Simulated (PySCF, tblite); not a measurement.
# C6H12OSi2: geometry, infrared bands and NMR shifts

What infrared bands and NMR shifts should C6H12OSi2 (`C=CO/C=C/C(=C)[SiH2][SiH3]`) show?

Computed with tblite 0.8.0 and PySCF 2.14.0, with density-fitted response routines of our own, on a single molecule in the gas phase. Atoms count from 0, in the outputs and in this text.

## (1) Starting geometry

21 atoms, charge 0, multiplicity 1; geometry from: force field or distance geometry start.

Bonds of the start (Å): C0–C1 1.34, C1–O2 1.38, O2–C3 1.41, C3–C4 1.32, C4–C5 1.46, C5–C6 1.32, C5–Si7 1.83, Si7–Si8 2.24, C0–H9 1.07, C0–H10 1.08, C1–H11 1.10, C3–H12 1.09, C4–H13 1.10, C6–H14 1.10, C6–H15 1.09, Si7–H16 1.48, Si7–H17 1.47, Si8–H18 1.45, Si8–H19 1.47, Si8–H20 1.50.

## (2) Geometry optimisation with GFN2-xTB

The job: settings as JSON, then the geometry in Å.

```
{"job": {"kind": "relax", "xc": "GFN2-xTB", "basis": "xTB"}, "charge": 0, "multiplicity": 1}
C      4.537300    -0.819200     0.219700
C      3.254500    -0.836500    -0.165200
O      2.498800     0.317200    -0.275500
C      1.110100     0.202200    -0.030200
C      0.365000     1.261300     0.223900
C     -1.070700     1.198600     0.486800
C     -1.678500     2.354300     0.705600
Si    -2.006600    -0.372600     0.540400
Si    -3.190200    -0.753400    -1.317400
H      5.141100    -1.692600     0.328700
H      4.952200     0.156500     0.431200
H      2.777200    -1.807400    -0.380400
H      0.685200    -0.796700    -0.016500
H      0.850100     2.243000     0.206100
H     -1.038200     3.249700     0.663700
H     -2.744200     2.431500     0.935100
H     -2.926500    -0.250700     1.698900
H     -1.048700    -1.451600     0.822400
H     -2.443700    -0.551300    -2.539800
H     -3.704100    -2.129500    -1.202600
H     -4.328700     0.219000    -1.335500
```

Started as:

```sh
$ OMP_NUM_THREADS=1 python probes_run.py task.json out
```

The driver reads the jobs from task.json and runs them one after another.

**Question.** This job is followed by: GFN2-xTB harmonic vibrations, gas phase; GIAO PBE0/pcSseg-1 NMR shielding, non-relativistic, gas phase. What will the session give for the following? strongest single infrared mode (GFN2-xTB); zero-point energy (GFN2-xTB); 13C shifts against TMS (PBE0/pcSseg-1); 1H shifts against TMS (PBE0/pcSseg-1, means over atoms taken as alike); 17O shifts against H2O (PBE0/pcSseg-1); 29Si shifts against TMS (PBE0/pcSseg-1).

**Answer**, as computed:

```
                                                              quantity                                                     value
                             strongest single infrared mode (GFN2-xTB)                                     1199 cm⁻¹, 501 km/mol
                                          zero-point energy (GFN2-xTB)                                             93.8 kcal/mol
                                13C shifts against TMS (PBE0/pcSseg-1)               157.4, 156.7, 142.8, 136.4, 122.5, 97.8 ppm
1H shifts against TMS (PBE0/pcSseg-1, means over atoms taken as alike)  6.58, 6.54, 6.31, 5.99, 5.71, 4.91, 4.51, 4.30, 3.47 ppm
                                17O shifts against H2O (PBE0/pcSseg-1)                                                 201.8 ppm
                               29Si shifts against TMS (PBE0/pcSseg-1)                                         -78.1, -119.0 ppm
```

In words: The optimisation took 201 steps and gained 0.489 eV; among the close pairs (by a distance rule), Si7–Si8 changed most, from 2.235 to 2.314 Å. The lowest mode is imaginary (30i cm⁻¹), so the xTB geometry is not a minimum. The strongest single mode, at 1199 cm⁻¹, is carried by O2, C3, C1. Unscaled tight-binding wavenumbers are off by several per cent, some by more. Its intensities can rank the bands wrongly. At PBE0/pcSseg-1: The largest span, 239 ppm, is at C5, where the paramagnetic term is -217 ppm.
